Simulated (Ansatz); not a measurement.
# TlGa2 (C15 type): how the settings move a single-point run

How sensitive is a single-point run of TlGa2 (C15 type) to its settings? A reference run comes first, then one run with altered input.

Method: reference: DFT, PBEsol, PAW with Ansatz's default frozen-core files, scalar-relativistic, in Ansatz 0.2.0.

## (1) The starting structure

The structure is cubic, space group Fd-3m (No. 227). Conventional cell: a = 8.050 Å, b = 8.050 Å, c = 8.050 Å, α = 90.00°, β = 90.00°, γ = 90.00°. Around Tl (site symmetry -43m) lie 12 Ga at 3.34 Å and 4 Tl at 3.49 Å. Ga (site symmetry -3m) is surrounded by 6 Ga at 2.85 Å and 6 Tl at 3.34 Å.

As a file:

```cif
data_structure
_symmetry_space_group_name_H-M 'Fd-3m:1'
_symmetry_Int_Tables_number 227
_cell_length_a 8.0503
_cell_length_b 8.0503
_cell_length_c 8.0503
_cell_angle_alpha 90.000
_cell_angle_beta 90.000
_cell_angle_gamma 90.000
_cell_volume 521.73
loop_
_atom_site_label
_atom_site_type_symbol
_atom_site_symmetry_multiplicity
_atom_site_Wyckoff_symbol
_atom_site_fract_x
_atom_site_fract_y
_atom_site_fract_z
_atom_site_occupancy
Tl1 Tl 8 b 0.75000 0.75000 0.75000 1
Ga1 Ga 16 c 0.12500 0.12500 0.12500 1
```

## (2) The reference run

input.yaml

```yaml
crystal:
  lattice:
    - [0.0, 4.0251745584, 4.0251745584]
    - [4.0251745584, 0.0, 4.0251745584]
    - [4.0251745584, 4.0251745584, 0.0]
  atoms:
    - { symbol: Tl, position: [0.125, 0.125, 0.125] }
    - { symbol: Tl, position: [-0.125, -0.125, -0.125] }
    - { symbol: Ga, position: [0.5, 0.5, 0.5] }
    - { symbol: Ga, position: [0.5, 0.5, 0.0] }
    - { symbol: Ga, position: [0.5, 0.0, 0.5] }
    - { symbol: Ga, position: [0.0, 0.5, 0.5] }
kpoints:
  mp_grid: { grid: [7, 7, 7] }
scf:
  occupations: { method: fermi_dirac, width: 0.05 }
hamiltonian:
  xc: pbesol
  pseudopotentials: { kind: paw }
output:
  forces: true
  stress: true
  eigenvalues: true
  populations: true
  bader: true
  dos: { projected: true, de: 0.2, e_range: [-14, 8] }
  write_density: true
  write_potential: true
  elf: true
  volumetric_format: npy
```

The run is started by

```sh
$ ansatz run input.yaml --threads 2 --pin off --max-ram 5120MiB --backend cpu --events-out ev --progress --plain --runs-dir out
```

## (3) Changed: mp_grid.shift [0.5, 0.5, 0.5], ecutrho_ratio 6

input.yaml, as its differences from that of step 2:

```diff
@@ -13,3 +13,3 @@
 kpoints:
-  mp_grid: { grid: [7, 7, 7] }
+  mp_grid: { grid: [7, 7, 7], shift: [0.5, 0.5, 0.5] }
 scf:
@@ -24,7 +24,3 @@
   populations: true
-  bader: true
-  dos: { projected: true, de: 0.2, e_range: [-14, 8] }
-  write_density: true
-  write_potential: true
-  elf: true
-  volumetric_format: npy
+basis:
+  ecutrho_ratio: 6
```

What does the calculation give? Wanted: for each run, ending; energy change; pressure; gap; force.

The runs gave:

```csv
run,ending,energy change,pressure (GPa),gap (eV),force (eV/Å),cycles,time
reference,converged,0,0.0,0.00,0.00,7,23 s
"1: mp_grid.shift [0.5, 0.5, 0.5], ecutrho_ratio 6",converged,+2.1 meV/atom,0.0,0.00,0.01,8,17 s
```

Times don't compare one to one where runs were asked for different outputs or read a saved state (see the inputs); cycles may leave out searches for a lower state.

Residual by cycle in the longest SCF loop of each run; runs are numbered as in the table. The quantity is the density residual dr2, in eV.

```csv
cycle,reference,run 1
1,0.00667,0.00659
2,0.0013,0.00182
3,2.3e-4,4.6e-4
4,1.4e-5,6.7e-5
5,8.2e-7,6.5e-6
6,1.2e-7,7.9e-7
7,7.8e-9,1.5e-7
8,-,1.6e-8
```

What this shows: Changing the k-point mesh and numerical grids moves the energy by +2.1 meV/atom. The mesh and an integration grid changed together, so this run can't say which moved the energy.
